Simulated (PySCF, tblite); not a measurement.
**C₄H₇BrSi: geometry, infrared bands and NMR shifts**

What infrared bands and NMR shifts should C₄H₇BrSi (`CCC#C[SiH2]Br`) show?

Programs: tblite 0.8.0 and PySCF 2.14.0, with density-fitted response routines of our own. Each step states its level of theory. These are calculated values for one molecule in the gas phase, unless marked as measured. Atoms are numbered from 0 throughout.

### Step 1. The starting structure

13 atoms, charge 0, multiplicity 1; geometry from: force field or distance geometry start.

Bonds of the start (Å): C0–C1 1.48, C1–C2 1.47, C2–C3 1.20, C3–Si4 1.82, Si4–Br5 2.24, C0–H6 1.12, C0–H7 1.13, C0–H8 1.11, C1–H9 1.10, C1–H10 1.13, Si4–H11 1.48, Si4–H12 1.48.

### Step 2. Optimising the geometry with GFN2-xTB

What the job is given:

```
{"job": {"kind": "relax", "xc": "GFN2-xTB", "basis": "xTB"}, "charge": 0, "multiplicity": 1}
C     -2.236500     0.424800    -0.365500
C     -1.442900    -0.787600    -0.050000
C     -0.003400    -0.477000    -0.084000
C      1.170700    -0.213600    -0.128900
Si     2.944000     0.175900    -0.185700
Br     3.233200     2.128000    -1.252900
H     -2.806700     0.190500    -1.297400
H     -2.982200     0.654400     0.448500
H     -1.601000     1.324100    -0.482100
H     -1.658800    -1.650900    -0.703900
H     -1.757700    -1.120600     0.982200
H      3.528800     0.266400     1.173100
H      3.608100    -0.914100    -0.932300
```

Started as:

```sh
$ OMP_NUM_THREADS=1 python probes_run.py task.json out
```

This one command runs all jobs of the session in turn.

**Question.** This job is followed by: GFN2-xTB harmonic vibrations, gas phase; GIAO PBE0/pcSseg-1 NMR shielding, non-relativistic, gas phase. What will the session give for the following? strongest single infrared mode (GFN2-xTB); zero-point energy (GFN2-xTB); 13C shifts against TMS (PBE0/pcSseg-1); 1H shifts against TMS (PBE0/pcSseg-1, means over atoms taken as alike); 29Si shifts against TMS (PBE0/pcSseg-1); 79Br shifts against HBr (PBE0/pcSseg-1).

**Answer**, as computed:

| quantity | value |
| --- | --- |
| strongest single infrared mode (GFN2-xTB) | 720 cm⁻¹, 602 km/mol |
| zero-point energy (GFN2-xTB) | 57.9 kcal/mol |
| 13C shifts against TMS (PBE0/pcSseg-1) | 123.4, 82.2, 16.7, 15.8 ppm |
| 1H shifts against TMS (PBE0/pcSseg-1, means over atoms taken as alike) | 5.40, 2.45, 1.31 ppm |
| 29Si shifts against TMS (PBE0/pcSseg-1) | -46.8 ppm |
| 79Br shifts against HBr (PBE0/pcSseg-1) | -92 ppm |

What this shows: The optimisation took 104 steps and gained 0.349 eV; among the close pairs (by a distance rule), C0–C1 changed most, from 1.483 to 1.530 Å. The lowest mode is slightly imaginary (11i cm⁻¹), a soft motion within the noise of the Hessian, so the minimum is not strictly shown. The strongest single mode, at 720 cm⁻¹, moves mainly H12 and H11. Unscaled tight-binding wavenumbers are off by several per cent, some by more. Its intensities can rank the bands wrongly. At PBE0/pcSseg-1: The widest tensor belongs to Br5: span 395 ppm, with a paramagnetic part of -412 ppm. Spin-orbit coupling is left out, which matters for shieldings and couplings at and beside the heavy atoms.
